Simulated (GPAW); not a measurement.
The system is HfB.

```
CELL_PARAMETERS angstrom
3.26683 0.00000 0.00000
1.63342 2.82916 0.00000
1.63342 0.94305 2.66736
ATOMIC_POSITIONS crystal
Hf 0.50000 0.50000 0.50000
B 0.00000 0.00000 0.00000
```

The cell isn't the ideal one: the cell as VASP's run set it.

Base run:

* Program: GPAW 26.7.0
* Functional: PBEsol
* Potentials or basis: PAW data sets generated in the run's folder for this functional
* Cutoff: 800 eV
* Basis: pw
* k mesh: 10 × 10 × 10
* Occupations: gaussian, width 0.1 eV
* Spin: no spin polarisation

Its results: band gap on the k mesh none (metal or under the smearing width); pressure 25.5 GPa.

Q: The run is repeated on the same cell with these changes: functional from PBEsol to LDA; potentials or basis from PAW data sets generated in the run's folder for this functional to the program's PAW data sets (release 1.2.1) made for this functional. What comes out?

A: Band gap on the k mesh none (metal or under the smearing width); pressure 19.7 GPa.

Caveats: so large a pressure means that the cell lies far from this level's equilibrium, or that cutoff or potentials fall short.
